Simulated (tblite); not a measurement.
# C6H13BNP: the cost of one run

The runs use tblite 0.8.0 and PySCF 2.14.0, with density-fitted response routines of our own; the level of theory stands in each step. All values are computed, except where a source is named. Atoms are numbered from 0 throughout.

## 1. The starting structure

22 atoms, charge 0, multiplicity 1; geometry from: force field or distance geometry start.

Bonds of the start (Å): C0–C1 1.50, C1–C2 1.53, C2–B3 1.61, B3–P4 1.95, B3–C5 1.60, C5–C6 1.49, C6–C7 1.49, C7–N8 1.15, C0–H9 1.12, C0–H10 1.11, C0–H11 1.11, C1–H12 1.13, C1–H13 1.11, C2–H14 1.07, C2–H15 1.14, P4–H16 1.47, P4–H17 1.47, C5–H18 1.12, C5–H19 1.10, C6–H20 1.12, C6–H21 1.11.

## 2. Relaxing the molecule with GFN2-xTB

What the job is given:

```
{"job": {"kind": "relax", "xc": "GFN2-xTB", "basis": "xTB"}, "charge": 0, "multiplicity": 1}
C     -2.527400    -0.423100    -0.805600
C     -2.263300     0.141700     0.558200
C     -0.836500    -0.153100     1.037800
B      0.182500     0.526900    -0.010200
P      0.003900     2.467900     0.033000
C      1.714400     0.068100    -0.030700
C      1.946000    -1.282400    -0.615600
C      3.415200    -1.511700    -0.543500
N      4.545100    -1.692700    -0.482000
H     -3.642300    -0.552000    -0.879400
H     -2.202800     0.262300    -1.619700
H     -2.090800    -1.438300    -0.889900
H     -2.986000    -0.293100     1.312900
H     -2.440500     1.240800     0.568800
H     -0.710800    -1.210600     1.148500
H     -0.727100     0.404500     2.021800
H      1.008900     3.098100    -0.832500
H      0.248700     2.795300     1.440700
H      2.077100     0.064500     1.032500
H      2.246200     0.796200    -0.668800
H      1.639800    -1.208300    -1.685800
H      1.389400    -2.081700    -0.091400
```

Command:

```
> OMP_NUM_THREADS=1 python probes_run.py task.json out
```

One launch serves the whole session: the jobs run in the order shown.

**Question.** How long does this first job take on 1 thread of Arm Neoverse V1, shared host, and how much memory does it need?

About 1.8 s, with a peak of 0.18 GiB.
